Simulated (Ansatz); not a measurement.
# Cr (Chromium): further runs on the relaxed cell

One table from this session's results is given with a row withheld; the runs are named, their logs left out.

Program: Ansatz 0.2.0. Level of theory: DFT PBE, scalar-relativistic, plane waves, PAW. These are calculated values, not measurements.

## The system as given

It takes space group Im-3m (No. 229, cubic). Conventional cell: a = 2.848 Å, b = 2.848 Å, c = 2.848 Å, α = 90.00°, β = 90.00°, γ = 90.00°. Cr (site symmetry m-3m) is surrounded by 8 Cr at 2.47 Å.

Coordinates:

```cif
data_structure
_symmetry_space_group_name_H-M 'Im-3m'
_symmetry_Int_Tables_number 229
_cell_length_a 2.8478
_cell_length_b 2.8478
_cell_length_c 2.8478
_cell_angle_alpha 90.000
_cell_angle_beta 90.000
_cell_angle_gamma 90.000
_cell_volume 23.10
loop_
_atom_site_label
_atom_site_type_symbol
_atom_site_symmetry_multiplicity
_atom_site_Wyckoff_symbol
_atom_site_fract_x
_atom_site_fract_y
_atom_site_fract_z
_atom_site_occupancy
Cr1 Cr 2 a 0.00000 0.00000 0.00000 1
```

It is the result of an earlier relaxation at this level (volume 11.55 Å³/atom; gap on the mesh: none (metal)).

The first run:

File input.yaml:

```yaml
crystal:
  lattice:
    - [-1.4239150041, 1.4239150041, 1.4239150041]
    - [1.4239150041, -1.4239150041, 1.4239150041]
    - [1.4239150041, 1.4239150041, -1.4239150041]
  atoms:
    - { symbol: Cr, position: [0.0, 0.0, 0.0] }
basis:
  ecutwfc: 420
kpoints:
  mp_grid: { grid: [20, 20, 20] }
  band_path:
    path:
      - [[0.0, 0.0, 0.0], [0.5, -0.5, 0.5], [0.0, 0.0, 0.5], [0.0, 0.0, 0.0], [0.25, 0.25, 0.25], [0.5, -0.5, 0.5]]
      - [[0.25, 0.25, 0.25], [0.0, 0.0, 0.5]]
    npoints: 14
hamiltonian:
  xc: pbe
scf:
  occupations: { method: gaussian, width: 0.1 }
  n_extra_bands: 6
output:
  forces: true
  stress: true
  eigenvalues: true
  populations: true
  dos: { projected: true, de: 0.02, nscf_kmesh: { grid: [30, 30, 30] } }
  bader: true
  write_density: true
  write_potential: true
  elf: true
  volumetric_format: npy
```

Command:

```sh
$ ansatz run input.yaml --threads 1 --pin off --max-ram 2560MiB --backend cpu --events-out ev --progress --plain --runs-dir out
```

Among the steps run: Static run: bands, density of states and charges; The cell as listed, for comparison; The cell scaled to 0.97 of its volume; Point at V/V0 = 1.03; Volume × 0.94; The cell scaled to 1.06 of its volume; Volume × 0.91; Point at V/V0 = 1.10; The cell scaled to 0.88 of its volume.

One of the session's tables, all rows but one given; the rest of the session is left out.

It belongs to the step «Equation of state». 

```
volume (Å³/atom)  energy above the lowest point (meV/atom)  pressure (GPa)
          10.162                                     167.2           43.23
          10.509                                         ?               ?
          10.855                                      37.1           18.22
          11.202                                       8.7            8.39
          11.548                                       0.0            0.00
          11.895                                       8.0           -7.16
          12.241                                      30.4          -13.28
          12.703                                      78.8          -20.05
```

Q: Estimate the row for volume (Å³/atom) = 10.509 from the others.

Worked estimate for «energy above the lowest point (meV/atom)». A straight line through the neighbours (10.162, 167.2) and (10.855, 37.1) gives 167.2 + (37.1 − 167.2) × (10.509 − 10.162) / (10.855 − 10.162) = 102.1; a parabola fitted to 3 rows on both sides gives 89.8.

As computed: energy above the lowest point (meV/atom): 88.7; pressure (GPa): 29.75. In «energy above the lowest point (meV/atom)» the line misses by +13.4 and the parabola by +1.1.

To keep in mind: Spin polarisation is off in the runs that give these values; a magnetic solution could lie lower.
